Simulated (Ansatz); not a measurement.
Below is the output of a Python script on Ansatz 0.2.0 through its Python package that makes a convergence test of the plane-wave cutoff of CaSnF₄, space group P4/mmm. Write a script that gives it. Use (first run): r2SCAN, PAW, cutoff 250 eV, 3×3×2 k-points, fixed occupations. The script varies cutoff (eV): 250, 325, 400, 475, 550, 625.

```yaml
crystal:
  lattice:
    - [4.00455, 0.00000, 0.00000]
    - [0.00000, 4.00455, 0.00000]
    - [0.00000, 0.00000, 5.78047]
  atoms:
    - { symbol: Ca, position: [0.00000, 0.00000, 0.50000] }
    - { symbol: Sn, position: [0.50000, 0.50000, 0.00000] }
    - { symbol: F, position: [0.50000, 0.00000, 0.26574] }
    - { symbol: F, position: [0.50000, 0.00000, 0.73426] }
    - { symbol: F, position: [0.00000, 0.50000, 0.73426] }
    - { symbol: F, position: [0.00000, 0.50000, 0.26574] }
```

```console
$ python casnf4.py
DeckWarning: basis.ecutwfc = 250 eV is below the records' recommended 500 eV, and the density's cutoff is lower with it unless basis.ecutrho_ratio is high enough to keep the records' density cutoff: compare with a run at a higher cutoff
DeckWarning: basis.ecutwfc = 325 eV is below the records' recommended 500 eV, and the density's cutoff is lower with it unless basis.ecutrho_ratio is high enough to keep the records' density cutoff: compare with a run at a higher cutoff
DeckWarning: basis.ecutwfc = 400 eV is below the records' recommended 500 eV, and the density's cutoff is lower with it unless basis.ecutrho_ratio is high enough to keep the records' density cutoff: compare with a run at a higher cutoff
DeckWarning: basis.ecutwfc = 475 eV is below the records' recommended 500 eV, and the density's cutoff is lower with it unless basis.ecutrho_ratio is high enough to keep the records' density cutoff: compare with a run at a higher cutoff
|   cutoff (eV) |   F/atom (eV) |   iterations |   gap by band count (eV) |   plane waves |
|---------------|---------------|--------------|--------------------------|---------------|
|           250 |    -1849.2713 |            7 |                   3.9467 |           831 |
|           325 |    -1851.0239 |            7 |                   3.9479 |          1245 |
|           400 |    -1851.1872 |            7 |                   3.9400 |          1699 |
|           475 |    -1851.1925 |            7 |                   3.9399 |          2173 |
|           550 |    -1851.1947 |            7 |                   3.9400 |          2743 |
|           625 |    -1851.1967 |            7 |                   3.9404 |          3283 |
250: +1925.34 meV/atom
325: +172.72 meV/atom
400: +9.42 meV/atom
475: +4.17 meV/atom
550: +2.00 meV/atom
```
(Warnings from the package without file and line.)

One script that gives this output:

Script `casnf4.py`:
```python
"""Convergence of CaSnF4 with the plane-wave cutoff."""

import ansatz as az
from tabulate import tabulate

lattice = az.Lattice.of(
    (4.00455, 0.0, 0.0),
    (0.0, 4.00455, 0.0),
    (0.0, 0.0, 5.78047),
)
sites = [
    ("Ca", (0.0, 0.0, 0.5)),
    ("Sn", (0.5, 0.5, 0.0)),
    ("F", (0.5, 0.0, 0.26574)),
    ("F", (0.5, 0.0, 0.73426)),
    ("F", (0.0, 0.5, 0.73426)),
    ("F", (0.0, 0.5, 0.26574)),
]
system = az.Crystal(lattice=lattice)
for symbol, position in sites:
    system = system.atom(symbol, position)

setup = (
    system.calculation()
    .functional("r2scan")
    .kpoints(3, 3, 2, center="gamma")
    .occupations(az.OccupationsMethod.FIXED)
    .scf(tolerance=1e-07, max_iterations=200, extra_bands=2)
    .band_table()
)

rows = []
for value in [250, 325, 400, 475, 550, 625]:
    report = setup.basis(value).run(threads=1).report
    rows.append((value, report["free_energy_ev"] / len(report["lattice"]["sites"]), report["n_iterations"], report["gap_by_band_count_ev"], report["n_pw"]))

print(tabulate(rows, headers=["cutoff (eV)", "F/atom (eV)", "iterations", "gap by band count (eV)", "plane waves"], floatfmt=".4f", tablefmt="github"))

# the last row is the reference
for row in rows[:-1]:
    shift = 1000 * (row[1] - rows[-1][1])
    print(f"{row[0]}: {shift:+.2f} meV/atom" + ("  (within 2 meV)" if abs(shift) < 2 else ""))
```

Notes:
- Along an axis with an odd division the mesh misses the point at one half; a gap read on a finite mesh is an upper bound on this functional's gap.
- Semilocal gaps usually lie well under measured ones.
- The k-point mesh is coarse, and energy and stress weren't tested for convergence.
- The structure comes from a database of computed cells and needn't be a stable or known phase.
- Levels are Kohn-Sham eigenvalues on this mesh, without spin-orbit coupling.
- Shifts are counted from the last row, which is itself no proven limit.
- Cost: of the order of 14 core-seconds.

(Lines on the test bed's own set-up are left out of the output.)
